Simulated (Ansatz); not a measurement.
# C₂H₆ClOSTa: a ladder of functionals

One table from this session's results is given with a row withheld; the runs are named, their logs left out.

Method: functionals in def2-TZVPP; program: Ansatz 0.2.0, Gaussian basis.

Plan: LDA (SPW92), PBE-D4, revPBE-D4, BLYP-D4, r2SCAN-D4, B97M-V, PBE0-D4, B3LYP-D4, r2SCANh-D4, r2SCAN0-D4, HSE06-D4, BHLYP-D4, CAM-B3LYP-D4, LC-ωPBE, ωB97X-V, ωB97M-V, B2PLYP, PBE-QIDH.

## The relaxed structure

All runs share one geometry, relaxed beforehand with PBE0-D4 in a triple-zeta def2 set. Ta takes the def2 core potential; no spin-orbit term is included.

SMILES `C[O][Ta]([CH3])(=[S])[Cl]`, 12 atoms, charge 0, spin multiplicity 1.

Atoms are counted from 1 here; the program's logs count them from 0.

Bond lengths: C1–O2 1.406 Å, C1–H7 1.092 Å, C1–H8 1.092 Å, C1–H9 1.093 Å, O2–Ta3 1.854 Å, Ta3–C4 2.140 Å, Ta3–S5 2.158 Å, Ta3–Cl6 2.304 Å, C4–H10 1.097 Å, C4–H11 1.093 Å, C4–H12 1.095 Å. Angles: O2–C1–H7 109.0°, O2–C1–H8 109.2°, O2–C1–H9 110.2°, H7–C1–H8 109.1°, H7–C1–H9 109.6°, H8–C1–H9 109.6°, C1–O2–Ta3 148.0°, O2–Ta3–C4 105.3°, O2–Ta3–S5 109.4°, O2–Ta3–Cl6 114.2°, C4–Ta3–S5 104.9°, C4–Ta3–Cl6 109.1°, S5–Ta3–Cl6 113.2°, Ta3–C4–H10 109.5°, Ta3–C4–H11 112.1°, Ta3–C4–H12 109.9°, H10–C4–H11 108.7°, H10–C4–H12 108.8° and more.

Set-up of the first run:

in.yaml

```yaml
crystal:
  periodic: [false, false, false]
  atoms:
    - {symbol: C, position_ang: [-0.424859, -0.398467, 2.268398]}
    - {symbol: O, position_ang: [-0.623728, -0.266575, 0.882648]}
    - {symbol: Ta, position_ang: [-0.367636, 0.737195, -0.654537]}
    - {symbol: C, position_ang: [0.861924, -0.473076, -1.920484]}
    - {symbol: S, position_ang: [0.841887, 2.462275, -0.188896]}
    - {symbol: Cl, position_ang: [-2.311624, 1.265057, -1.772827]}
    - {symbol: H, position_ang: [0.069888, -1.351419, 2.468025]}
    - {symbol: H, position_ang: [-1.392903, -0.385904, 2.773883]}
    - {symbol: H, position_ang: [0.194507, 0.421037, 2.640765]}
    - {symbol: H, position_ang: [0.326381, -1.394850, -2.178718]}
    - {symbol: H, position_ang: [1.807888, -0.739559, -1.441374]}
    - {symbol: H, position_ang: [1.095273, 0.068987, -2.842782]}
basis:
  gaussian: {orbitals: def2-TZVPP}
hamiltonian: {xc: lda}
output: {orbitals: {seedname: orbitals}}
```

Started as:

```bash
$ ansatz run in.yaml --threads 2 --pin off --events-out ev --progress --plain --max-ram 32768MiB --backend cpu
```

Among the steps run: LDA; PBE-D4 (GGA); revPBE-D4 (GGA); BLYP-D4 (GGA); r2SCAN-D4 (meta-GGA); B97M-V (meta-GGA); PBE0-D4 (hybrid); B3LYP-D4 (hybrid); r2SCANh-D4 (hybrid); r2SCAN0-D4 (hybrid); HSE06-D4 (hybrid); BHLYP-D4 (hybrid); CAM-B3LYP-D4 (range-separated); LC-ωPBE (range-separated); ωB97X-V (range-separated); ωB97M-V (range-separated); B2PLYP (double hybrid); PBE-QIDH (double hybrid).

One table of the session follows, with a row left open; its other results are not shown here.

It belongs to the step «Frontier levels by functional». 

| functional | HOMO (eV) | LUMO (eV) | gap (eV) |
| --- | --- | --- | --- |
| LDA (SPW92) | -6.56 | -2.81 | 3.74 |
| PBE-D4 | -6.40 | -2.60 | 3.80 |
| revPBE-D4 | -6.33 | -2.52 | 3.82 |
| BLYP-D4 | -6.20 | -2.46 | 3.75 |
| r2SCAN-D4 | -6.67 | -2.47 | 4.19 |
| B97M-V | -6.69 | -2.42 | 4.26 |
| PBE0-D4 | -7.54 | -1.81 | 5.73 |
| B3LYP-D4 | ? | ? | ? |
| r2SCANh-D4 | -7.09 | -2.18 | 4.91 |
| r2SCAN0-D4 | -7.72 | -1.73 | 5.99 |
| HSE06-D4 | -7.14 | -2.19 | 4.96 |
| BHLYP-D4 | -8.49 | -0.84 | 7.65 |
| CAM-B3LYP-D4 | -8.77 | -0.72 | 8.05 |
| LC-ωPBE | -10.11 | 0.38 | 10.48 |
| ωB97X-V | -9.78 | 0.30 | 10.08 |
| ωB97M-V | -9.63 | 0.24 | 9.88 |

**Question.** Estimate the row for B3LYP-D4.

Worked estimate for «HOMO (eV)». Against the share of exact exchange, BLYP-D4 (0, -6.20), BHLYP-D4 (0.5, -8.49) give a slope of -4.58 per unit share; at 0.2 the line stands at -7.12.

The run gave: HOMO (eV): -7.28; LUMO (eV): -2.00; gap (eV): 5.29. In «HOMO (eV)» the line misses by +0.16.
